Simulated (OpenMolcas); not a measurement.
**W³⁺ among point charges: CASSCF and CASPT2 levels and susceptibility**

How does a field of 3 point charges split the states of W³⁺, and what χT follows?

The numbers are computed with OpenMolcas 26.06 (state-averaged CASSCF and CASPT2, spin-orbit coupling by RASSI with atomic mean-field integrals), except any that are marked as measured or tabulated.

## (1) The system

* Species: W³⁺ (tungsten, Z = 74, 71 electrons)
* Basis: ANO-RCC-VDZP [7s6p4d2f1g], 68 functions
* Scalar Hamiltonian: DKH2, point nucleus
* Inactive shells: 1s 2s 2p 3s 3p 3d 4s 4p 4d 4f 5s 5p
* Active space: 3 electrons in 5 orbitals (5d)
* Some configurations of this space: 5d3
* Orbitals: optimised for each spin and parity, averaged over all roots

The outer shells:

5d3
```
5d [↑ ][↑ ][↑ ][  ][  ]
```

The ion sits among 3 point charges of -2.5 e arranged as a planar triangle (D3h), 2.26 Å from the ion.

The work runs as a chain of OpenMolcas steps in one folder; each step below is one input file. Labels, J, g values, rates, χT and fits are worked out afterwards by a script from the matrices that RASSI stores.

## (2) Basis and integrals

The input, a.inp:

```
&GATEWAY
Coord
1

W 0.0 0.0 0.0
Basis=ANO-RCC-VDZP
Group=NoSym
NoMove
AngMom=0.0 0.0 0.0
AMFI
XField
3 Angstrom 0
2.260000 0.000000 0.000000 -2.500000
-1.130000 1.957217 0.000000 -2.500000
-1.130000 -1.957217 0.000000 -2.500000
&SEWARD
```

Launch:

```
OMP_NUM_THREADS=1 MOLCAS_MEM=1689 MOLCAS_PROJECT=a pymolcas a.inp > a.log
```

## (3) CASSCF: quartets, 10 roots

The input, a.inp:

```
&RASSCF
FileOrb=start.orb
Symmetry=1
Spin=4
nActEl=3 0 0
Inactive=34
Ras2=5
CIRoot=10 10 1
SDav=10
CIMx=300
Iter=120 100
PrWF=0.3
OrbListing=Nothing
MaxOrb=0
>>> COPY $Project.JobIph JOB001
```

start.orb holds the contracted functions of the basis, ordered by shell, or the orbitals of the step before.

## (4) Reference wave functions, doublets, 40 roots

The input, a.inp:

```
&RASSCF
FileOrb=start.orb
Symmetry=1
Spin=2
nActEl=3 0 0
Inactive=34
Ras2=5
CIRoot=40 40 1
SDav=40
CIMx=300
Iter=120 100
PrWF=0.3
OrbListing=Nothing
MaxOrb=0
>>> COPY $Project.JobIph JOB002
```

## (5) RASSI: spin-orbit coupling between the states

The input, a.inp:

```
&RASSI
NrOfJobIphs=2 10 40
1 2 3 4 5 6 7 8 9 10
1 2 3 4 5 6 7 8 9 10 11 12 13 14 15 16 17 18 19 20 21 22 23 24 25 26 27
28 29 30 31 32 33 34 35 36 37 38 39 40
IphNames
JOB001
JOB002
EJob
SpinOrbit
DIPRint=1.0
SOCoupling=1000.0
Subsets=2
Property=9
'ANGMOM' 1 'ANGMOM' 2 'ANGMOM' 3 'MLTPL  1' 1 'MLTPL  1' 2 'MLTPL  1' 3
'AMFI' 1 'AMFI' 2 'AMFI' 3
SOProperty=3
'ANGMOM' 1 'ANGMOM' 2 'ANGMOM' 3
```

## (6) CASPT2: IPEA 0.25, imaginary shift 0.1 (closed shells correlated: 4f 5s 5p)

The input, a.inp:

```
>>> COPY JOB001 $Project.JobIph
&CASPT2
Multistate=10 1 2 3 4 5 6 7 8 9 10
NoMult
Frozen=23
IPEA=0.25
Imaginary=0.1
MaxIter=60
WThr=0.0 0.3 0.05
PrWF=0.5
NoMix
>>> COPY JOB002 $Project.JobIph
&CASPT2
Multistate=40 1 2 3 4 5 6 7 8 9 10 11 12 13 14 15 16 17 18 19 20 21 22
23 24 25 26 27 28 29 30 31 32 33 34 35 36 37 38 39 40
NoMult
Frozen=23
IPEA=0.25
Imaginary=0.1
MaxIter=60
WThr=0.0 0.3 0.05
PrWF=0.5
NoMix
```

(Steps that only read results are left out.)

Before running it: what results should come out? Wanted: spin-free ground state; first state of the same spin within the active space; lowest level; next level.

As calculated:

```
                                            quantity                                                                           value
                                              method  SS-CASPT2, IPEA 0.25, imaginary shift 0.1 (closed shells correlated: 4f 5s 5p)
                              spin-free ground state                                                 4A2, 1-fold in its orbital part
first state of the same spin within the active space                                                                4A1 at 9340 cm⁻¹
                                        lowest level                                               2-fold E3/2, g = 0.00, 0.00, 5.46
                                          next level                                                                      454.1 cm⁻¹
                                         χT at 300 K                                                                  1.20 cm³ K/mol
                           effective moment at 300 K                                                                         3.09 μB
```

Cost by method:

```tsv
method	time of its own steps	time with the reference
A. CASSCF	14 s	14 s
B. SS-CASPT2, IPEA 0.25, imaginary shift 0.1, +4f 5s 5p	19 s	33 s
```

Times are of one thread on a shared host.

In words: The spin-free ground state (4A2) comes to 63 % from free-ion P terms and keeps the highest spin of the shell. χT at 300 K is 1.20, against 1.88 cm³ K/mol for the spin alone, so spin-orbit coupling lowers it. CASPT2 does not keep the components of a term degenerate, and the means are used. The field of point charges can differ much from that of real complexes. This is an electrostatic model: the charges have no orbitals.
